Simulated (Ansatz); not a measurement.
# CF2O2Si: basis-set convergence

The task here is to estimate one member of a computed series from the others.

The runs use Ansatz 0.2.0, Gaussian basis; one geometry, several basis sets.

Levels to be run: PBE0-D4/def2-SVP; ωB97M-V/def2-SVP; PBE0-D4/def2-QZVPP; ωB97M-V/def2-QZVPP; the functionals' def2-TZVPP values are taken from earlier runs.

## The geometry

An earlier PBE0-D4 in a triple-zeta def2 set relaxation fixed the geometry.

SMILES `O=C1O[Si]1(F)F`, 6 atoms, charge 0, spin multiplicity 1.

Atoms are counted from 1 here; the program's logs count them from 0.

Bond lengths: O1–C2 1.169 Å, C2–O3 1.440 Å, C2–Si4 1.796 Å, O3–Si4 1.647 Å, Si4–F5 1.565 Å, Si4–F6 1.565 Å. Angles: O1–C2–O3 128.6°, O1–C2–Si4 171.4°, O3–C2–Si4 60.0°, C2–O3–Si4 70.8°, C2–Si4–O3 49.2°, C2–Si4–F5 125.7°, C2–Si4–F6 125.7°, O3–Si4–F5 118.1°, O3–Si4–F6 118.1°, F5–Si4–F6 107.0°.

Set-up of the first run:

in.yaml

```yaml
crystal:
  periodic: [false, false, false]
  atoms:
    - {symbol: O, position_ang: [1.307603, -1.646418, 0.962296]}
    - {symbol: C, position_ang: [0.629548, -0.835710, 0.462605]}
    - {symbol: O, position_ang: [-0.625133, -1.010617, -0.222484]}
    - {symbol: Si, position_ang: [-0.225017, 0.586529, -0.224433]}
    - {symbol: F, position_ang: [0.092483, 1.265795, -1.598542]}
    - {symbol: F, position_ang: [-1.137284, 1.576520, 0.574360]}
basis:
  gaussian: {orbitals: def2-SVP}
hamiltonian: {xc: pbe0, dispersion: d4}
output: {orbitals: {seedname: orbitals}}
```

Launch:

```console
$ ansatz run in.yaml --threads 2 --pin off --events-out ev --progress --plain --max-ram 4352MiB
```

Steps of the session up to this table: PBE0-D4 in def2-SVP; ωB97M-V in def2-SVP; PBE0-D4 in def2-QZVPP; ωB97M-V in def2-QZVPP.

One of the session's tables, all rows but one given; the rest of the session is left out.

It belongs to the step «Density functionals: the series». 

| functional | basis | HOMO (eV) |
| --- | --- | --- |
| PBE0-D4 | def2-SVP | -8.27 |
| PBE0-D4 | def2-TZVPP | -8.38 |
| PBE0-D4 | def2-QZVPP | ? |
| ωB97M-V | def2-SVP | -10.48 |
| ωB97M-V | def2-TZVPP | -10.62 |
| ωB97M-V | def2-QZVPP | -10.67 |

Estimate the missing values for PBE0-D4, def2-QZVPP.

The run gave: HOMO (eV): -8.42. In the column «HOMO (eV)» it lies between ωB97M-V, def2-SVP (-10.48) and PBE0-D4, def2-TZVPP (-8.38).
